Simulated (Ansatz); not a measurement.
**Si2GeH8: basis-set convergence**

Aim: see how fast density functionals converge with the basis set for Si2GeH8.

The runs use Ansatz 0.2.0, Gaussian basis; one geometry, several basis sets.

Levels to be run: PBE0-D4/def2-SVP; ωB97M-V/def2-SVP; PBE0-D4/def2-QZVPP; ωB97M-V/def2-QZVPP; the functionals' def2-TZVPP values are taken from earlier runs.

## 1. The geometry

All runs share one geometry, relaxed beforehand with PBE0-D4 in a triple-zeta def2 set.

SMILES `[SiH3][SiH2][GeH3]`, 11 atoms, charge 0, spin multiplicity 1.

Atoms are counted from 1 here; the program's logs count them from 0.

Bond lengths: Si1–Si2 2.337 Å, Si1–H4 1.488 Å, Si1–H5 1.488 Å, Si1–H6 1.488 Å, Si2–Ge3 2.380 Å, Si2–H7 1.490 Å, Si2–H8 1.490 Å, Ge3–H9 1.538 Å, Ge3–H10 1.538 Å, Ge3–H11 1.538 Å. Angles: Si2–Si1–H4 111.3°, Si2–Si1–H5 109.7°, Si2–Si1–H6 109.7°, H4–Si1–H5 108.8°, H4–Si1–H6 108.8°, H5–Si1–H6 108.6°, Si1–Si2–Ge3 110.4°, Si1–Si2–H7 109.9°, Si1–Si2–H8 109.9°, Ge3–Si2–H7 109.3°, Ge3–Si2–H8 109.3°, H7–Si2–H8 108.2°, Si2–Ge3–H9 110.2°, Si2–Ge3–H10 110.2°, Si2–Ge3–H11 111.3°, H9–Ge3–H10 108.2°, H9–Ge3–H11 108.5°, H10–Ge3–H11 108.5°.

Geometry (Å):

```mol
GeH8Si2
  3D, bonds by distance, orders not assigned

 11 10  0  0  0  0  0  0  0  0999 V2000
   -1.3023    1.3350   -0.6330 Si  0  0
   -0.4337   -0.8162   -0.3523 Si  0  0
    1.6008   -0.7337    0.8799 Ge  0  0
   -2.5760    1.3084   -1.4010 H   0  0
   -0.3205    2.1807   -1.3640 H   0  0
   -1.5587    1.9496    0.6974 H   0  0
   -0.1783   -1.4364   -1.6823 H   0  0
   -1.4155   -1.6673    0.3760 H   0  0
    1.3576   -0.1080    2.2637 H   0  0
    2.6360    0.1279    0.1372 H   0  0
    2.1906   -2.1402    1.0784 H   0  0
  1  2  8  0
  2  3  8  0
  1  4  8  0
  1  5  8  0
  1  6  8  0
  2  7  8  0
  2  8  8  0
  3  9  8  0
  3 10  8  0
  3 11  8  0
M  END
```

## 2. PBE0-D4 in def2-SVP

The input, in.yaml:

```yaml
crystal:
  periodic: [false, false, false]
  atoms:
    - {symbol: Si, position_ang: [-1.302271, 1.335033, -0.632979]}
    - {symbol: Si, position_ang: [-0.433702, -0.816236, -0.352328]}
    - {symbol: Ge, position_ang: [1.600812, -0.733706, 0.879886]}
    - {symbol: H, position_ang: [-2.576046, 1.308381, -1.401049]}
    - {symbol: H, position_ang: [-0.320517, 2.180705, -1.363978]}
    - {symbol: H, position_ang: [-1.558674, 1.949622, 0.697398]}
    - {symbol: H, position_ang: [-0.178325, -1.436387, -1.682299]}
    - {symbol: H, position_ang: [-1.415521, -1.667256, 0.375977]}
    - {symbol: H, position_ang: [1.357609, -0.107951, 2.263745]}
    - {symbol: H, position_ang: [2.636037, 0.127945, 0.137159]}
    - {symbol: H, position_ang: [2.190618, -2.140171, 1.078448]}
basis:
  gaussian: {orbitals: def2-SVP}
hamiltonian: {xc: pbe0, dispersion: d4}
output: {orbitals: {seedname: orbitals}}
```

Started as:

```console
$ ansatz run in.yaml --threads 4 --pin off --events-out ev --progress --plain --max-ram 10444MiB
```

After this run come: ωB97M-V in def2-SVP; PBE0-D4 in def2-QZVPP; ωB97M-V in def2-QZVPP.

Q: Predict the results of all the runs planned. Wanted: PBE0-D4: double and triple zeta above quadruple; ωB97M-V: double and triple zeta above quadruple.

The runs gave:

```
                                       quantity           value
PBE0-D4: double and triple zeta above quadruple  14.45, 1.76 eV
ωB97M-V: double and triple zeta above quadruple  14.47, 1.70 eV
```

PBE0-D4 gains 12.69 eV from double to triple zeta, then 1.76 eV more. Total energies overstate the basis error of differences, where much of it tends to cancel. The LUMO of ωB97M-V is positive and keeps falling with the basis (1.83 to 1.22 eV): an unbound level that the basis holds in place.
